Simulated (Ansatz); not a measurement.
The system is CsLiCr2Te2S3.

```
Cs Li Cr Te S
1.0
     7.05684    0.00000    0.00788
     0.00000    3.98060    0.00000
    -2.68302    0.00000    8.67869
Cs Li Cr Te S
1 1 2 2 3
Direct
  0.07739 0.00000 0.37706
  0.86424 0.50000 0.78883
  0.12646 0.00000 0.94616
  0.59290 0.50000 0.97165
  0.50838 0.00000 0.15270
  0.55612 0.00000 0.74893
  0.87426 0.00000 0.68502
  0.25176 0.50000 0.84402
  0.96294 0.50000 0.05357
```

The cell was built by a generator and needn't be a form met in nature.

Base run:

| Item | Value |
| --- | --- |
| Program | Ansatz 0.2.0 |
| Functional | PBE |
| Potentials or basis | Ansatz PAW |
| Cutoff | 420 eV |
| Density cutoff | 1680 eV |
| k mesh | 4 × 7 × 3 |
| Occupations | fermi-dirac, width 0.05 eV |
| Spin | collinear spin, ferromagnetic start |
| Starting moments | [0.0, 0.0, 3.0, 3.0, 0.0, 0.0, 0.0, 0.0, 0.0] μB |

Its results: band gap on the k mesh 0.48 eV, indirect (least direct gap 0.77 eV); pressure 0.0 GPa; net moment 6.00 μB per cell; site moments Cs +0.00; Li +0.00; Cr +2.89, +2.69; Te -0.13, -0.04; S -0.03, -0.10, -0.05 μB; largest force 0.009 eV/Å.

**Question.** The run is repeated on the same cell with these changes: functional from PBE to RPBE. What comes out?

**Answer.** Band gap on the k mesh 0.50 eV, indirect (least direct gap 0.79 eV); pressure 1.8 GPa; net moment 6.00 μB per cell; site moments Cs +0.00; Li +0.00; Cr +2.92, +2.72; Te -0.14, -0.04; S -0.03, -0.11, -0.06 μB; largest force 0.164 eV/Å.

RPBE binds less tightly than PBE, so the same cell stands under more pressure.

Caveats: spin-orbit coupling is left out, which moves the levels of the heavy elements; only a ferromagnetic start was run, and an antiferromagnetic order may lie lower in energy; the potentials were made for another functional, which shifts forces and pressure (some runs); the PAW data sets come from PBE, with cores solved anew for the run's functional, which leaves a small shift of forces and pressure (some runs).

Not every run made on this cell is shown here.
